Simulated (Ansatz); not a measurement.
# Ta4NiO11 (P2/m) in Ansatz: relaxation of cell and atoms with PBE+D3(BJ)

Aim: the relaxation of cell and atoms of Ta4NiO11 with PBE+D3(BJ).

Everything below comes from runs of Ansatz 0.2.0. Logs are shortened: lines on timing, memory, paths and dates and some standing lists are left out, and cuts for length are marked.

**1. The crystal as given**

It takes space group P2/m (No. 10, monoclinic). The conventional cell has a = 4.771 Å, b = 5.825 Å, c = 7.518 Å, α = 90.00°, β = 105.26°, γ = 90.00°. Around Ta (site symmetry m) lie 4 O at 1.89 to 2.01 Å. Around Ta (site symmetry m) lie 5 O at 1.89 to 1.98 Å. Ni (site symmetry 2/m) has 4 O at 1.94 Å as nearest neighbours. Around O (site symmetry 1) lie 1 Ta at 1.93 Å and 1 Ni at 1.94 Å. O (site symmetry 1) is surrounded by 2 Ta at 1.93 to 1.98 Å. O (site symmetry 2/m) has 2 Ta at 2.01 Å as nearest neighbours. Around O (site symmetry 2/m) lie 2 Ta at 1.89 Å. O (site symmetry 2/m) has 2 Ta at 1.89 Å as nearest neighbours.

The cell was built by a generator and needn't be a form met in nature.

**2. Relaxation of cell and atoms, PBE+D3(BJ), collinear spin, ferromagnetic start**

input.yaml reads:

```yaml
crystal:
  lattice:
    - [4.77089, 0.0, 0.00513]
    - [0.0, 5.82454, 0.0]
    - [-1.98628, 0.0, 7.25051]
  atoms:
    - { symbol: Ta, position: [0.61339, 0.5, 0.76042] }
    - { symbol: Ta, position: [0.38661, 0.5, 0.23958] }
    - { symbol: Ta, position: [0.16615, 0.0, 0.79875] }
    - { symbol: Ta, position: [0.83385, 0.0, 0.20125] }
    - { symbol: Ni, position: [0.5, 0.0, 0.5], spin: 1.0 }
    - { symbol: O, position: [0.33278, 0.79913, 0.65053] }
    - { symbol: O, position: [0.66722, 0.79913, 0.34947] }
    - { symbol: O, position: [0.90047, 0.25786, 0.80718] }
    - { symbol: O, position: [0.09953, 0.25786, 0.19282] }
    - { symbol: O, position: [0.66722, 0.20087, 0.34947] }
    - { symbol: O, position: [0.33278, 0.20087, 0.65053] }
    - { symbol: O, position: [0.09953, 0.74214, 0.19282] }
    - { symbol: O, position: [0.90047, 0.74214, 0.80718] }
    - { symbol: O, position: [0.5, 0.5, 0.0] }
    - { symbol: O, position: [0.5, 0.0, 0.0] }
    - { symbol: O, position: [0.5, 0.5, 0.5] }
hamiltonian:
  xc: pbe
  pseudopotentials: { kind: paw }
  dispersion: d3bj
magnetization:
  spin_polarized: true
kpoints:
  mp_grid: { grid: [4, 4, 3] }
scf:
  occupations: { method: fermi_dirac, width: 0.05 }
output:
  forces: true
  stress: true
  eigenvalues: true
  write_density: true
  write_potential: true
  elf: true
  volumetric_format: npy
relax:
  f_tol: 0.01
  max_steps: 40
  cell: { stress_tol: 0.05 }
```

Potentials or basis: Ansatz PAW.

Run with:

```bash
> ansatz run input.yaml --threads 8 --pin off --max-ram 20480MiB --backend cpu --events-out ev --progress --plain --runs-dir out
```

Standard output:

```text
Warning: RAYON_NUM_THREADS=8 ignored (pool sized by the plan → 8); use --threads N
Engine: ansatz 0.2.0, aarch64-unknown-linux-gnu
Pseudopotentials: kind: paw
Pseudopotential: Ta, paw, valence charge 13, recommended cutoff 420 eV (normal), Ta.paw.azcp
Pseudopotential: Ni, paw, valence charge 18, recommended cutoff 420 eV (normal), Ni.paw.azcp
Pseudopotential: O, paw, valence charge 6, recommended cutoff 420 eV (normal), O.paw.azcp
Functional definition: PBE
  parameter kappa = 0.804
  parameter beta = 0.06672455060314922
  exchange = pbe_x(kappa = kappa, mu = beta*pi^2/3)
  correlation = pbe_c(beta = beta)
Crystal: 16 atoms, lattice volume = 201.538 Å³
Basis set: ecut = 420 eV, 3935 PW (Γ), exchange–correlation on 64×80×108 points (8 copies of the dense FFT grid, shifted against one another)
Bands: 85, of which v1, the nominal top of the filled ones, is band 68 counted from 1 (67 counted from 0)
Symmetry: 4 space group operations
Space group: P2/m (ITA 10), of the structure as read, at distance tolerance 5.9e-5 Å
Magnetic group: BNS 10.42 (UNI 49), of the structure as read, at distance tolerance 5.9e-5 Å
[... 238 lines left out ...]
  k-point 1 ↑: bands = ["-92.8073", "-59.1210", "-59.1207", "-59.0217", "-59.0208", "-53.6929", "-53.6349", "-52.2832", "-25.8304", "-25.7406", "-25.7387", "-25.7313", "-25.7157", "-25.7090", "-25.6999", "-25.6405", "-25.6168", "-25.6013", "-25.5649", "-25.5632", "-9.5203", "-9.2279", "-8.7759", "-8.3922", "-8.2443", "-8.1673", "-7.8912", "-7.7562", "-7.6912", "-7.6753", "-7.4603", "3.1348", "3.1979", "3.2249", "3.3076", "3.4060", "3.5545", "3.7668", "3.9221", "3.9394", "4.1838", "4.6043", "4.6616", "4.8122", "4.8285", "5.3756", "5.6829", "5.9253", "6.0631", "6.1910", "6.3577", "6.3934", "6.5930", "6.7904", "6.9114", "7.1291", "7.2089", "7.3209", "7.5416", "7.5628", "7.9831", "8.0081", "8.2008", "8.9013", "8.9438", "9.5075", "9.6498", "9.6922", "10.9377", "11.1610", "11.5799", "11.8406", "12.6277", "12.6510", "12.9493", "13.4559", "13.6764", "13.7102", "14.1351", "14.3793", "14.5322", "14.6718", "15.1704", "15.5594", "15.9386"]
  k-point 2 ↑: bands = ["-92.8073", "-59.1211", "-59.1205", "-59.0218", "-59.0208", "-53.6929", "-53.6349", "-52.2832", "-25.8325", "-25.7446", "-25.7373", "-25.7169", "-25.7163", "-25.6968", "-25.6856", "-25.6293", "-25.6155", "-25.6114", "-25.5864", "-25.5813", "-9.4989", "-8.9046", "-8.8366", "-8.4807", "-8.2927", "-8.1677", "-8.0292", "-7.8755", "-7.8274", "-7.7073", "-7.2036", "2.9483", "3.0041", "3.1931", "3.2726", "3.4817", "3.7051", "3.8247", "4.0345", "4.1279", "4.1975", "4.2873", "4.6034", "4.9325", "5.2330", "5.3411", "5.7357", "5.8357", "5.9102", "6.2651", "6.5175", "6.5649", "6.7732", "6.8359", "6.8812", "6.9318", "7.0029", "7.1540", "7.4167", "7.7024", "7.8622", "8.0588", "8.3629", "8.4668", "8.9297", "9.5122", "9.6540", "9.6809", "10.8384", "11.6676", "11.7087", "12.0173", "12.3775", "12.4820", "12.7664", "13.0080", "13.8885", "13.9600", "14.2592", "14.3848", "14.7963", "14.7987", "15.1683", "15.4157", "15.5301"]
  k-point 20 ↓: bands = ["-92.8073", "-59.1210", "-59.1206", "-59.0213", "-59.0213", "-53.6929", "-53.6349", "-52.2832", "-25.8328", "-25.7499", "-25.7416", "-25.7400", "-25.7173", "-25.7061", "-25.7045", "-25.6394", "-25.5885", "-25.5850", "-25.5801", "-25.5763", "-9.0758", "-8.9245", "-8.8926", "-8.6865", "-8.5870", "-8.1777", "-8.0396", "-7.8142", "-7.8125", "-7.5853", "-7.2465", "2.9713", "3.2613", "3.3961", "3.4796", "3.5112", "3.7381", "3.8291", "4.2089", "4.2450", "4.5344", "4.6043", "4.7671", "4.8250", "5.0627", "5.1683", "5.5238", "5.7584", "5.7786", "5.9854", "6.1235", "6.3228", "6.3932", "6.6431", "6.6756", "6.7774", "7.1196", "7.2026", "7.3467", "7.5834", "7.7227", "7.9710", "8.3537", "8.6112", "9.0300", "9.5633", "9.5681", "9.7118", "10.6339", "11.9592", "12.2937", "12.6478", "12.7226", "13.0786", "13.1141", "13.1943", "13.4980", "13.5641", "13.9520", "14.0875", "14.2413", "14.8089", "15.1019", "15.8171", "16.1551"]
--- Relaxed structure (8 steps of the walk, 8 accepted, 2 SCFs on fresh bases) ---
  F+E_penalty+E_count = -51823.50646034 eV   max|allowed force component| = 4.999e-3 eV/Å   (the final SCF, on the basis selected at the relaxed cell)
  cell:  # Å, volume = 197.9792 Å³
    - [4.72978146174587, -7.549608693573513e-18, -0.028870414899170735]
    - [-9.210086323396992e-18, 5.800241765191344, -6.3721404746976035e-18]
    - [-2.020813720937514, -4.79135828250175e-18, 7.228931640624327]
  atoms:
    - { symbol: Ta, position: [0.6084052002079194, 0.49999999999999994, 0.7603855800352073] }
    - { symbol: Ta, position: [0.3915947997920806, 0.49999999999999994, 0.2396144199647926] }
    - { symbol: Ta, position: [0.16186361364133453, -4.767499859245532e-19, 0.7970403146733928] }
    - { symbol: Ta, position: [0.8381363863586654, 4.70060442102432e-19, 0.20295968532660708] }
    - { symbol: Ni, position: [0.5, -3.344771911060603e-21, 0.5] }
    - { symbol: O, position: [0.32801414975647636, 0.798648231138955, 0.6477321268845839] }
    - { symbol: O, position: [0.6719858502435236, 0.798648231138955, 0.3522678731154159] }
    - { symbol: O, position: [0.9003818400987785, 0.25857565511118163, 0.8085009536407242] }
    - { symbol: O, position: [0.09961815990122132, 0.25857565511118163, 0.19149904635927595] }
    - { symbol: O, position: [0.6719858502435236, 0.20135176886104528, 0.3522678731154159] }
    - { symbol: O, position: [0.32801414975647636, 0.20135176886104528, 0.6477321268845839] }
    - { symbol: O, position: [0.09961815990122132, 0.7414243448888183, 0.19149904635927595] }
    - { symbol: O, position: [0.9003818400987785, 0.7414243448888183, 0.8085009536407242] }
    - { symbol: O, position: [0.49999999999999994, 0.49999999999999994, -4.336808689942018e-19] }
    - { symbol: O, position: [0.49999999999999994, -3.3447719110606555e-21, -4.336808689942018e-19] }
    - { symbol: O, position: [0.5, 0.49999999999999994, 0.5] }
```

rho_z.tsv:

```text
# z_ang	rho[e/angstrom^3]	rho_spin[e/angstrom^3]
# format = ansatz-planar-average/11
# lattice	4.729781462	-0.000000000	-0.028870415
# lattice	-0.000000000	5.800241765	-0.000000000
# lattice	-2.020813721	-0.000000000	7.228931641
# sites	16
# site	73	1.341026024	2.900120883	5.479210468
# site	73	1.367941717	2.900120883	1.720850758
# site	73	-0.845090485	-0.000000000	5.757076880
# site	73	3.554058226	-0.000000000	1.442984346
# site	28	1.354483870	-0.000000000	3.600030613
# site	8	0.242489275	4.632352826	4.672941362
[... 8 lines left out ...]
# site	8	2.364890731	-0.000000000	-0.014435207
# site	8	1.354483870	2.900120883	3.600030613
0.000000	5.427658e-1	4.016901e-9
0.139001	5.154310e-1	3.137458e-9
0.278003	4.451125e-1	2.706581e-9
0.417004	3.623481e-1	1.389576e-9
0.556005	3.078863e-1	1.059170e-9
0.695007	3.129628e-1	7.048824e-10
[... 46 lines left out ...]
7.228071	4.451125e-1	2.706581e-9
7.367072	5.154310e-1	3.137458e-9
```

v_z.tsv:

```text
# z_ang	v_es[eV]	v_tot_up[eV]	v_tot_dn[eV]
# format = ansatz-planar-average/11
# xc	pbe
# density_cutoff_ev	1680
# datasets	Ta=:simpson_from_first_knot:soft	Ni=:simpson_from_first_knot:soft	O=:simpson_from_first_knot:soft
# lattice	4.729781462	-0.000000000	-0.028870415
# lattice	-0.000000000	5.800241765	-0.000000000
# lattice	-2.020813721	-0.000000000	7.228931641
# sites	16
# site	73	1.341026024	2.900120883	5.479210468
# site	73	1.367941717	2.900120883	1.720850758
# site	73	-0.845090485	-0.000000000	5.757076880
# site	73	3.554058226	-0.000000000	1.442984346
# site	28	1.354483870	-0.000000000	3.600030613
# site	8	0.242489275	4.632352826	4.672941362
[... 8 lines left out ...]
# site	8	2.364890731	-0.000000000	-0.014435207
# site	8	1.354483870	2.900120883	3.600030613
0.000000	8.691511e0	-3.329104e-1	-3.329104e-1
0.139001	8.837278e0	-6.586618e-2	-6.586617e-2
0.278003	9.186840e0	2.549345e-1	2.549345e-1
0.417004	9.521085e0	4.547996e-1	4.547996e-1
0.556005	9.632158e0	4.325637e-1	4.325637e-1
0.695007	9.157596e0	-3.802638e-1	-3.802638e-1
[... 46 lines left out ...]
7.228071	9.186840e0	2.549345e-1	2.549345e-1
7.367072	8.837278e0	-6.586618e-2	-6.586617e-2
```

Run time: 86 s. Hardware: 8 threads of Arm Neoverse V2, shared host; peak memory 1.4 GiB.

Results:

```
Free energy                            : -51823.5065 eV
Relaxed volume                         : 12.37 Å³/atom
Relaxed cell                           : a = 4.730 Å, b = 5.800 Å, c = 7.506 Å, α = 90.00°, β = 105.97°, γ = 90.00°
Space group after relaxing (to 0.05 Å) : P2/m (No. 10)
Energy gained by relaxing              : 1.8 meV/atom
Ionic steps                            : 10
Pressure after relaxing                : 0.0 GPa
Largest force after relaxing           : 0.006 eV/Å
Band gap on the k mesh                 : 0.88 eV, indirect (least direct gap 0.92 eV)
Net moment                             : 0.00 μB per cell
Absolute moment                        : 0.00 μB per cell
```

Forces in eV/Å, atoms in the order of the input:
```
Ta   0.001  0.000  0.000
Ta  -0.001  0.000  0.000
Ta  -0.003  0.000 -0.005
Ta   0.003  0.000  0.005
Ni   0.000  0.000  0.000
O    0.001 -0.004 -0.001
O   -0.001 -0.004  0.001
O   -0.001  0.001  0.001
O    0.001  0.001 -0.001
O   -0.001  0.004  0.001
O    0.001  0.004 -0.001
O    0.001 -0.001 -0.001
O   -0.001 -0.001  0.001
O    0.000  0.000  0.000
O    0.000  0.000  0.000
O    0.000  0.000  0.000
```

Step by step:
```csv
step,energy change (eV),largest force (eV/Å),volume (Å³)
1,0.0000,0.0128,201.54
2,-0.0383,0.1458,198.13
3,-0.0391,0.0932,198.38
4,-0.0397,0.0429,198.35
5,-0.0401,0.0834,198.26
6,-0.0408,0.0126,198.21
7,-0.0409,0.0022,198.20
8,-0.0287,0.0018,198.20
9,-0.0297,0.0060,197.98
10,-0.0288,0.0060,197.98
```

Final structure:
```cif
data_structure
_symmetry_space_group_name_H-M 'P 1'
_symmetry_Int_Tables_number 1
_cell_length_a 4.7299
_cell_length_b 5.8002
_cell_length_c 7.5061
_cell_angle_alpha 90.000
_cell_angle_beta 105.968
_cell_angle_gamma 90.000
_cell_volume 197.98
loop_
_atom_site_label
_atom_site_type_symbol
_atom_site_fract_x
_atom_site_fract_y
_atom_site_fract_z
_atom_site_occupancy
Ta1 Ta 0.60841 0.50000 0.76039 1
Ta2 Ta 0.39159 0.50000 0.23961 1
Ta3 Ta 0.16186 0.00000 0.79704 1
Ta4 Ta 0.83814 0.00000 0.20296 1
Ni1 Ni 0.50000 0.00000 0.50000 1
O1 O 0.32801 0.79865 0.64773 1
O2 O 0.67199 0.79865 0.35227 1
O3 O 0.90038 0.25858 0.80850 1
O4 O 0.09962 0.25858 0.19150 1
O5 O 0.67199 0.20135 0.35227 1
O6 O 0.32801 0.20135 0.64773 1
O7 O 0.09962 0.74142 0.19150 1
O8 O 0.90038 0.74142 0.80850 1
O9 O 0.50000 0.50000 0.00000 1
O10 O 0.50000 0.00000 0.00000 1
O11 O 0.50000 0.50000 0.50000 1
```

Levels at points of the mesh, in eV from the valence-band top:
Spin up:
```csv
k point,band 64,band 65,band 66,band 67,band 68,band 69,band 70,band 71,band 72,band 73
"(0.00, 0.00, 0.00)",-0.88,-0.84,-0.33,-0.11,-0.10,1.06,1.31,1.82,1.98,2.62
"(0.00, -0.50, 0.00)",-1.32,-0.83,-0.18,-0.07,-0.02,1.17,2.06,2.20,2.20,2.89
"(-0.50, 0.00, 0.00)",-1.08,-0.82,-0.27,-0.26,-0.13,1.18,1.62,1.99,2.11,2.29
"(-0.50, -0.50, 0.00)",-1.19,-0.72,-0.24,-0.22,-0.02,1.01,2.14,2.52,2.55,2.76
```
Spin down:
| k point | band 64 | band 65 | band 66 | band 67 | band 68 | band 69 | band 70 | band 71 | band 72 | band 73 |
| --- | --- | --- | --- | --- | --- | --- | --- | --- | --- | --- |
| (0.00, 0.00, 0.00) | -0.88 | -0.84 | -0.33 | -0.11 | -0.10 | 1.06 | 1.31 | 1.82 | 1.98 | 2.62 |
| (0.00, -0.50, 0.00) | -1.32 | -0.83 | -0.18 | -0.07 | -0.02 | 1.17 | 2.06 | 2.20 | 2.20 | 2.89 |
| (-0.50, 0.00, 0.00) | -1.08 | -0.82 | -0.27 | -0.26 | -0.13 | 1.18 | 1.62 | 1.99 | 2.11 | 2.29 |
| (-0.50, -0.50, 0.00) | -1.19 | -0.72 | -0.24 | -0.22 | -0.02 | 1.01 | 2.14 | 2.52 | 2.55 | 2.76 |

Caveat: odd divisions of the mesh miss points on the zone boundary, where band edges often lie, so the gap on the mesh can be too wide; the plane-wave basis is chosen anew once the cell has moved, so the energies of steps on either side of that aren't comparable; the pressure holds a Pulay correction of +0.7 GPa for the finite cutoff; spin-orbit coupling is left out, which moves the levels of the heavy elements; the starting moments weren't kept. Expect the measured gap to be larger: semilocal functionals such as PBE lack the derivative discontinuity.
